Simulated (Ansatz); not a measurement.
# AlFH₂SSi, SMILES [F][Al]1[SiH2][S]1: a rigid scan of one bond length

Program: Ansatz 0.2.0 through its Python package.

Contents of `alfh2ssi.xyz`:
```text
6

F    -0.16330   -2.86020    1.00450
Al   -0.23880   -1.38170   -0.09420
Si    0.31540    0.89850   -0.08240
S    -1.38790    0.34490   -1.03350
H     1.39730    1.30220   -1.03270
H     0.11940    1.63220    1.19210
```

The cells in order, each with its output:

In [1]:
```python
import ansatz as az
import numpy as np
```

In [2]:
```python
system = az.Crystal.molecule_from_extxyz("alfh2ssi.xyz")
```

In [3]:
```python
symbols = [site.symbol for site in system.cartesian_sites]
start = np.array([site.position_ang for site in system.cartesian_sites])
axis = (start[5] - start[2]) / np.linalg.norm(start[5] - start[2])
moving = [5]
lengths, energies = [1.306, 1.365, 1.424, 1.484, 1.543, 1.602, 1.662, 1.751], []
for length in lengths:
    xyz = start.copy()
    xyz[moving] += (length - np.linalg.norm(start[5] - start[2])) * axis
    point = az.Crystal.molecule()
    for symbol, place in zip(symbols, xyz):
        point = point.atom(symbol, place.tolist())
    base = point.calculation()
    base = base.basis(gaussian="cc-pVDZ").functional("PBE")
    r = base.run(threads=1).report
    energies.append(r["free_energy_ev"])
    print(f"r = {length:6.3f} A  E = {energies[-1]:.5f} eV  <S^2> = {abs(r['mean_field']['state']['spin_squared']):.3f}")
```
```text
r =  1.306 A  E = -28045.45229 eV  <S^2> = 0.000
r =  1.365 A  E = -28045.69804 eV  <S^2> = 0.000
r =  1.424 A  E = -28045.84011 eV  <S^2> = 0.000
r =  1.484 A  E = -28045.90111 eV  <S^2> = 0.000
r =  1.543 A  E = -28045.89712 eV  <S^2> = 0.000
r =  1.602 A  E = -28045.84422 eV  <S^2> = 0.000
r =  1.662 A  E = -28045.75232 eV  <S^2> = 0.000
r =  1.751 A  E = -28045.56578 eV  <S^2> = 0.000
```

In [4]:
```python
# quartic fit about the minimum
fit = np.polynomial.Polynomial.fit(lengths, np.array(energies) - min(energies), 4).convert()
roots = [r.real for r in fit.deriv().roots() if abs(r.imag) < 1e-9 and fit.deriv(2)(r.real) > 0]
r_e = min(roots, key=lambda r: abs(r - lengths[int(np.argmin(energies))]))
print(f"minimum of the fit at {r_e:.4f} A, force constant {fit.deriv(2)(r_e):.2f} eV/A^2")
```
```text
minimum of the fit at 1.5084 A, force constant 16.33 eV/A^2
```

What to keep in mind:
- Total energies depend on the basis set; only differences at equal settings carry meaning.
- The rest of the molecule is held rigid at a force-field or estimated start geometry, and the basis set is modest; single-reference methods fail as a bond breaks.
- The orbitals are restricted, so S² is zero by construction.
- Wall time of the script: 20 s on 1 thread of Arm Neoverse V1, on a shared host, peak memory 0.17 GiB.
